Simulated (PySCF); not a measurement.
# [Hg(PH3)]2+: other functionals and bases at one geometry

The task here is to estimate one member of a computed series from the others.

Method: several levels, as the steps say, no spin–orbit coupling; program: PySCF 2.14.0.

1 further run of the same task is left out (for a known fault of the program).

### Starting geometry

5 atoms, charge 2, spin multiplicity 1.

Bond lengths: Hg1–P2 2.464 Å, P2–H3 1.420 Å, P2–H4 1.420 Å, P2–H5 1.420 Å. Angles: Hg1–P2–H3 106.4°, Hg1–P2–H4 106.4°, Hg1–P2–H5 106.4°, H3–P2–H4 112.3°, H3–P2–H5 112.3°, H4–P2–H5 112.3°.

Geometry (Å):

```xyz
5
H3HgP
Hg    0.0000    0.0000   -0.1356
P     0.0000    0.0000    2.3282
H     1.3617    0.0000    2.7295
H    -0.6808    1.1793    2.7295
H    -0.6809   -1.1793    2.7295
```

Formal oxidation states: Hg +2. An earlier session relaxed this geometry at PBE0, Hg def2-SVP with ECP60, P def2-SVP, H def2-SVP (singlet, point group C3v).

At PBE0 on the finer grid: E = -495.593382 Eh, HOMO -21.85 eV, LUMO -15.76 eV, Mulliken charge on Hg1 +1.05 e, largest force component 0.003 eV/Å. 

Levels to run: M06-L; wB97X; PBE0, TZVP. Hardware: 2 threads of Arm Neoverse V1, shared host.

The first run:

The input, run.py (the lines that set the calculation):

```python
mol = gto.M(atom='''
Hg     0.00000     0.00000    -0.13564
P      0.00000     0.00000     2.32821
H      1.36172    -0.00001     2.72949
H     -0.68085     1.17929     2.72949
H     -0.68086    -1.17928     2.72949''',
    basis={'Hg': 'def2-SVP', 'P': 'def2-SVP', 'H': 'def2-SVP'},
    ecp={'Hg': 'def2-SVP'},
    charge=2, spin=0)
mf = dft.RKS(mol, xc='M06L')
mf.grids.atom_grid = (75, 302)
mf = mf.density_fit()  # fitting sets: Hg def2-universal-JKFIT, P def2-universal-JKFIT, H def2-universal-JKFIT
mf.conv_tol = 1e-08; mf.max_cycle = 55
mf.kernel(dm0)  # dm0: the density of the relaxed state
```

The run is started by

```
OMP_NUM_THREADS=2 python run.py
```

Among the steps run: M06-L; wB97X; PBE0, TZVP.

One of the session's tables, all rows but one given; the rest of the session is left out.

| level | HOMO (eV) | gap (eV) | charge on Hg1 (e) | dipole (D) | largest force component (eV/Å) |
| --- | --- | --- | --- | --- | --- |
| PBE0 (relaxed here) | -21.85 | 6.10 | 1.05 | 8.01 | 0.00 |
| M06-L | -20.88 | 4.56 | 1.12 | 7.62 | 0.21 |
| wB97X | -23.93 | 10.31 | 1.08 | 7.54 | 0.12 |
| PBE0, TZVP | ? | ? | ? | ? | ? |

**Question.** Estimate the row for PBE0, TZVP.

As computed: HOMO (eV): -21.74; gap (eV): 6.01; charge on Hg1 (e): 1.07; dipole (D): 7.99; largest force component (eV/Å): 0.21. In the column «HOMO (eV)» it lies between PBE0 (relaxed here) (-21.85) and M06-L (-20.88).

The dipole of a charged species depends on the origin, so these sizes hold for this origin alone.

In one basis the HOMO–LUMO gap runs from 4.56 eV (M06-L) to 10.31 eV (wB97X). The largest leftover force, 0.21 eV/Å with PBE0, TZVP, stands at a geometry relaxed at another level. Total energies of different levels can't be compared.
